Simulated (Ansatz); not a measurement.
**H₉InO₃Si₃: a ladder of functionals and wavefunction methods**

One table from this session's results is given with a row withheld; the runs are named, their logs left out.

Computed with Ansatz 0.2.0, Gaussian basis. Level: functionals in def2-TZVPP, the program's frozen cores in correlated methods.

Plan: LDA (SPW92), PBE-D4, revPBE-D4, BLYP-D4, r2SCAN-D4, B97M-V, PBE0-D4, B3LYP-D4, r2SCANh-D4, r2SCAN0-D4, HSE06-D4, BHLYP-D4, CAM-B3LYP-D4, LC-ωPBE, ωB97X-V, ωB97M-V, B2PLYP, PBE-QIDH; CCSD(T)/def2-SVP; CCSD(T)/def2-TZVPP; MP2/def2-QZVPP; extrapolation to the limit; RPA on PBE.

## Structure used throughout

An earlier PBE0-D4 in a triple-zeta def2 set relaxation fixed the geometry. In takes the def2 core potential; no spin-orbit term is included.

SMILES `[SiH3][O][In]([O][SiH3])[O][SiH3]`, 16 atoms, charge 0, spin multiplicity 1.

Atoms are counted from 1 here; the program's logs count them from 0.

Bond lengths: Si1–O2 1.636 Å, Si1–H8 1.485 Å, Si1–H9 1.492 Å, Si1–H10 1.488 Å, O2–In3 1.953 Å, In3–O4 1.947 Å, In3–O6 1.961 Å, O4–Si5 1.637 Å, Si5–H11 1.490 Å, Si5–H12 1.490 Å, Si5–H13 1.485 Å, O6–Si7 1.635 Å, Si7–H14 1.486 Å, Si7–H15 1.489 Å, Si7–H16 1.492 Å. Angles: O2–Si1–H8 108.7°, O2–Si1–H9 111.0°, O2–Si1–H10 110.9°, H8–Si1–H9 109.0°, H8–Si1–H10 109.2°, H9–Si1–H10 108.1°, Si1–O2–In3 134.9°, O2–In3–O4 119.9°, O2–In3–O6 120.9°, O4–In3–O6 119.2°, In3–O4–Si5 135.1°, O4–Si5–H11 111.1°, O4–Si5–H12 111.1°, O4–Si5–H13 108.1°, H11–Si5–H12 108.1°, H11–Si5–H13 109.1°, H12–Si5–H13 109.1°, In3–O6–Si7 135.6° and more.

The first run:

in.yaml reads:

```yaml
crystal:
  periodic: [false, false, false]
  atoms:
    - {symbol: Si, position_ang: [0.854612, -3.024848, -0.338850]}
    - {symbol: O, position_ang: [0.411459, -1.689632, -1.174800]}
    - {symbol: In, position_ang: [-0.047411, 0.147353, -0.694994]}
    - {symbol: O, position_ang: [-0.400066, 1.455757, -2.093187]}
    - {symbol: Si, position_ang: [-0.807994, 3.041364, -2.120533]}
    - {symbol: O, position_ang: [-0.159616, 0.699216, 1.183597]}
    - {symbol: Si, position_ang: [-0.035175, -0.051090, 2.631380]}
    - {symbol: H, position_ang: [1.638787, -3.909807, -1.238017]}
    - {symbol: H, position_ang: [1.694574, -2.663861, 0.839898]}
    - {symbol: H, position_ang: [-0.340053, -3.762955, 0.154358]}
    - {symbol: H, position_ang: [-2.104918, 3.274457, -1.425966]}
    - {symbol: H, position_ang: [0.230619, 3.875084, -1.453521]}
    - {symbol: H, position_ang: [-0.932778, 3.461914, -3.539382]}
    - {symbol: H, position_ang: [-0.800335, 0.725630, 3.640782]}
    - {symbol: H, position_ang: [1.386806, -0.143385, 3.062104]}
    - {symbol: H, position_ang: [-0.588510, -1.435188, 2.567122]}
basis:
  gaussian: {orbitals: def2-TZVPP}
hamiltonian: {xc: lda}
output: {orbitals: {seedname: orbitals}}
```

Launch:

```sh
ansatz run in.yaml --threads 2 --pin off --events-out ev --progress --plain --max-ram 32768MiB --backend cuda --devices 0, --max-vram 18GiB
```

Steps of the session up to this table: LDA; PBE-D4 (GGA); revPBE-D4 (GGA); BLYP-D4 (GGA); r2SCAN-D4 (meta-GGA); B97M-V (meta-GGA); B3LYP-D4 (hybrid); r2SCANh-D4 (hybrid); r2SCAN0-D4 (hybrid); HSE06-D4 (hybrid); BHLYP-D4 (hybrid); CAM-B3LYP-D4 (range-separated); LC-ωPBE (range-separated); ωB97X-V (range-separated); ωB97M-V (range-separated); B2PLYP (double hybrid); PBE-QIDH (double hybrid).

One table of the session follows, with a row left open; its other results are not shown here.

It belongs to the step «Frontier levels by functional». 

```
  functional  HOMO (eV)  LUMO (eV)  gap (eV)
 LDA (SPW92)      -7.29      -3.81      3.49
      PBE-D4      -7.18      -3.48      3.70
   revPBE-D4      -7.13      -3.34      3.79
     BLYP-D4          ?          ?         ?
   r2SCAN-D4      -7.51      -3.26      4.26
      B97M-V      -7.63      -3.49      4.14
     PBE0-D4      -8.57      -2.54      6.03
    B3LYP-D4      -8.37      -2.85      5.51
  r2SCANh-D4      -8.03      -2.92      5.11
  r2SCAN0-D4      -8.81      -2.41      6.39
    HSE06-D4      -8.17      -2.91      5.26
    BHLYP-D4      -9.92      -1.63      8.29
CAM-B3LYP-D4      -9.98      -1.56      8.42
     LC-ωPBE     -11.31      -0.21     11.10
     ωB97X-V     -10.98      -0.45     10.53
     ωB97M-V     -10.85      -0.67     10.19
```

**Question.** Estimate the row for BLYP-D4.

Worked estimate for «HOMO (eV)». Against the share of exact exchange, B3LYP-D4 (0.2, -8.37), BHLYP-D4 (0.5, -9.92) give a slope of -5.17 per unit share; at 0 the line stands at -7.34.

**Answer.** HOMO (eV): -7.09; LUMO (eV): -3.42; gap (eV): 3.66. In «HOMO (eV)» the line misses by -0.25.
